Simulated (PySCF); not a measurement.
**EuCl3(NH3): other functionals and bases at one geometry**

The task here is to estimate one member of a computed series from the others.

Program: PySCF 2.14.0. Level of theory: several levels, as the steps say, no spin–orbit coupling. These are calculated values, not measurements.

6 further runs of the same task are left out: 2 for a known fault of the program, 3 that didn't finish, 1 set aside as unsound or not needed.

## Starting geometry

8 atoms, charge 0, spin multiplicity 1.

Bond lengths: Eu1–Cl2 2.536 Å, Eu1–Cl3 2.536 Å, Eu1–Cl4 2.536 Å, Eu1–N5 2.502 Å, N5–H6 1.024 Å, N5–H7 1.024 Å, N5–H8 1.024 Å. Angles: Cl2–Eu1–Cl3 119.6°, Cl2–Eu1–Cl4 119.6°, Cl2–Eu1–N5 93.5°, Cl3–Eu1–Cl4 119.6°, Cl3–Eu1–N5 93.5°, Cl4–Eu1–N5 93.5°, Eu1–N5–H6 112.5°, Eu1–N5–H7 112.5°, Eu1–N5–H8 112.5°, H6–N5–H7 106.3°, H6–N5–H8 106.3°, H7–N5–H8 106.3°.

Geometry (Å):

```xyz
8

Eu    0.0429   -0.0429    0.0429
Cl    1.1653    1.9354    1.1653
Cl   -1.9354   -1.1653    1.1653
Cl    1.1653   -1.1653   -1.9354
N    -1.4015    1.4015   -1.4015
H    -2.0137    2.0137   -0.8546
H    -0.8546    2.0137   -2.0137
H    -2.0137    0.8546   -2.0137
```

Formal oxidation states: Eu +3. Each metal's 6 4f electrons lie in its core potential, so multiplicities, spins and levels count the valence alone. An earlier session relaxed this geometry at r2SCAN, Eu lcecp-1-SVP with ECP52, Cl def2-SVP, N def2-SVP, H def2-SVP (singlet, point group C3v).

At r2SCAN on the finer grid: E = -1472.217708 Eh, HOMO -7.40 eV, LUMO -1.43 eV, Mulliken charge on Eu1 +0.84 e, largest force component 0.012 eV/Å. 

Levels to run: CAM-B3LYP; PBE; revPBE; B3LYP; r2SCAN, TZVP. Hardware: 2 threads of Arm Neoverse V1, shared host.

The first run:

Contents of run.py (the lines that set the calculation):

```python
mol = gto.M(atom='''
Eu     0.04294    -0.04294     0.04294
Cl     1.16530     1.93544     1.16530
Cl    -1.93544    -1.16530     1.16530
Cl     1.16530    -1.16530    -1.93544
N     -1.40153     1.40153    -1.40153
H     -2.01373     2.01373    -0.85461
H     -0.85461     2.01373    -2.01373
H     -2.01373     0.85461    -2.01373''',
    basis={'Eu': 'lcecp-1-SVP', 'Cl': 'def2-SVP', 'N': 'def2-SVP', 'H': 'def2-SVP'},
    ecp={'Eu': 'lcecp-1-SVP'},
    charge=0, spin=0)
mf = dft.RKS(mol, xc='CAMB3LYP')
mf.grids.atom_grid = (75, 302)  # f atoms: unpruned, at least (60, 302)
mf = mf.density_fit()  # fitting sets: Eu AutoAux, Cl def2-universal-JKFIT, N def2-universal-JKFIT, H def2-universal-JKFIT
mf.conv_tol = 1e-08; mf.max_cycle = 55
mf.kernel(dm0)  # dm0: the density of the relaxed state
```

The run is started by

```console
OMP_NUM_THREADS=2 python run.py
```

Steps of the session up to this table: CAM-B3LYP; PBE; revPBE; B3LYP; r2SCAN, TZVP.

One table of the session follows, with a row left open; its other results are not shown here.

```
                level  HOMO (eV)  gap (eV)  charge on Eu1 (e)  dipole (D)  largest force component (eV/Å)
r2SCAN (relaxed here)      -7.40      5.97               0.84        4.96                            0.01
            CAM-B3LYP      -9.65      9.19               0.78        4.96                            0.07
                  PBE      -6.97      5.17               0.64        4.94                            0.18
               revPBE      -6.94      5.22               0.70        4.92                            0.19
                B3LYP          ?         ?                  ?           ?                               ?
         r2SCAN, TZVP      -7.53      6.01               1.36        4.86                            0.23
```

Q: Estimate the row for B3LYP from the others.

**Answer.** HOMO (eV): -8.03; gap (eV): 6.60; charge on Eu1 (e): 0.75; dipole (D): 4.93; largest force component (eV/Å): 0.08. In the column «HOMO (eV)» it lies between CAM-B3LYP (-9.65) and r2SCAN, TZVP (-7.53).

In one basis the HOMO–LUMO gap runs from 5.17 eV (PBE) to 9.19 eV (CAM-B3LYP). The largest leftover force, 0.23 eV/Å with r2SCAN, TZVP, stands at a geometry relaxed at another level. With 4f in the core, its levels are missing from HOMO and gap, and its count is fixed, so no charge can pass from the ligands into it. Total energies of different levels can't be compared.
